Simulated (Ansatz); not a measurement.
# Cl3HSSi: up Jacob's ladder to CCSD(T)

Aim: compute Cl3HSSi with functionals from several rungs and with coupled cluster. The yardstick is the atomisation energy at the CCSD(T) limit.

Method: functionals in def2-TZVPP, the program's frozen cores in correlated methods; program: Ansatz 0.2.0, Gaussian basis.

Plan: LDA (SPW92), PBE-D4, revPBE-D4, BLYP-D4, r2SCAN-D4, B97M-V, PBE0-D4, B3LYP-D4, r2SCANh-D4, r2SCAN0-D4, HSE06-D4, BHLYP-D4, CAM-B3LYP-D4, LC-ωPBE, ωB97X-V, ωB97M-V, B2PLYP, PBE-QIDH; CCSD(T)/def2-SVP; CCSD(T)/def2-TZVPP; MP2/def2-QZVPP; extrapolation to the limit; RPA on PBE.

## (1) Structure used throughout

The geometry comes from an earlier relaxation with PBE0-D4 in a triple-zeta def2 set; it is a stationary point.

SMILES `S[Si](Cl)(Cl)Cl`, 6 atoms, charge 0, spin multiplicity 1.

Atoms are counted from 1 here; the program's logs count them from 0.

Bond lengths: S1–Si2 2.105 Å, S1–H6 1.346 Å, Si2–Cl3 2.027 Å, Si2–Cl4 2.033 Å, Si2–Cl5 2.033 Å. Angles: Si2–S1–H6 93.0°, S1–Si2–Cl3 106.1°, S1–Si2–Cl4 112.2°, S1–Si2–Cl5 112.2°, Cl3–Si2–Cl4 109.6°, Cl3–Si2–Cl5 109.6°, Cl4–Si2–Cl5 107.1°.

As a file:

```
atom    x (Å)    y (Å)    z (Å)
  S1  -0.9401   0.5930   1.3399
 Si2   0.3307  -0.2581  -0.1062
 Cl3   1.6423  -1.4202   0.9134
 Cl4  -0.6854  -1.3960  -1.4497
 Cl5   1.3473   1.1506  -1.1620
  H6  -1.6528   1.2668   0.4185
```

## (2) LDA

This LDA is Slater exchange with PW92 correlation.

Input file in.yaml:

```yaml
crystal:
  periodic: [false, false, false]
  atoms:
    - {symbol: S, position_ang: [-0.940080, 0.592992, 1.339950]}
    - {symbol: Si, position_ang: [0.330725, -0.258058, -0.106204]}
    - {symbol: Cl, position_ang: [1.642323, -1.420191, 0.913449]}
    - {symbol: Cl, position_ang: [-0.685377, -1.396016, -1.449744]}
    - {symbol: Cl, position_ang: [1.347285, 1.150594, -1.162045]}
    - {symbol: H, position_ang: [-1.652774, 1.266778, 0.418494]}
basis:
  gaussian: {orbitals: def2-TZVPP}
hamiltonian: {xc: lda}
output: {orbitals: {seedname: orbitals}}
```

Started as:

```bash
ansatz run in.yaml --threads 4 --pin off --events-out ev --progress --plain --max-ram 10444MiB
```

The runs that follow: PBE-D4 (GGA); revPBE-D4 (GGA); BLYP-D4 (GGA); r2SCAN-D4 (meta-GGA); B97M-V (meta-GGA); PBE0-D4 (hybrid); B3LYP-D4 (hybrid); r2SCANh-D4 (hybrid); r2SCAN0-D4 (hybrid); HSE06-D4 (hybrid); BHLYP-D4 (hybrid); CAM-B3LYP-D4 (range-separated); LC-ωPBE (range-separated); ωB97X-V (range-separated); ωB97M-V (range-separated); B2PLYP (double hybrid); PBE-QIDH (double hybrid); CCSD(T) in def2-SVP; CCSD(T) in def2-TZVPP; MP2 in def2-QZVPP; RPA on PBE orbitals.

Q: Predict the results of all the runs planned. Wanted: atomisation energy, CCSD(T)/CBS; farthest beyond LDA; mean size of error, GGA; mean size of error, meta-GGA; mean size of error, hybrid; mean size of error, range-separated; mean size of error, double hybrid; gap, smallest and largest; T1 diagnostic.

As calculated:

| quantity | value |
| --- | --- |
| atomisation energy, CCSD(T)/CBS | 1906.8 kJ/mol |
| functionals within 9.5 kJ/mol (0.5 %) | PBE0-D4, r2SCANh-D4, HSE06-D4, PBE-QIDH |
| farthest beyond LDA | BHLYP-D4 (-86.9 kJ/mol) |
| mean size of error, GGA | 34.4 kJ/mol |
| mean size of error, meta-GGA | 31.4 kJ/mol |
| mean size of error, hybrid | 27.2 kJ/mol |
| mean size of error, range-separated | 31.2 kJ/mol |
| mean size of error, double hybrid | 32.4 kJ/mol |
| gap, smallest and largest | 5.26 eV (LDA (SPW92)), 12.77 eV (LC-ωPBE) |
| T1 diagnostic | 0.0095 |
| triples share of the correlation energy | 4.4 % |

LDA overbinds by 286.4 kJ/mol (15 %). PBE-D4 misses by +29.9 kJ/mol. Double hybrids carry the basis error of their MP2 part in triple zeta, and no dispersion term here, so their miss is partly the set-up's. Taken by rung, hybrid functionals do best (27.2 kJ/mol on average) and GGA ones worst beyond LDA (34.4 kJ/mol). The gap between the best rungs is small, so their order is not settled. Misses under about 9.5 kJ/mol are within the doubt on the reference itself, which lacks core-valence correlation, relativity and higher excitations. Hartree-Fock recovers 72 % of the binding; the rest is correlation. CCSD(T) in def2-SVP is off by -217.1 kJ/mol, which most functionals beat. The gap grows from 5.3 to 12.8 eV across the functionals, mostly with the share of exact exchange.
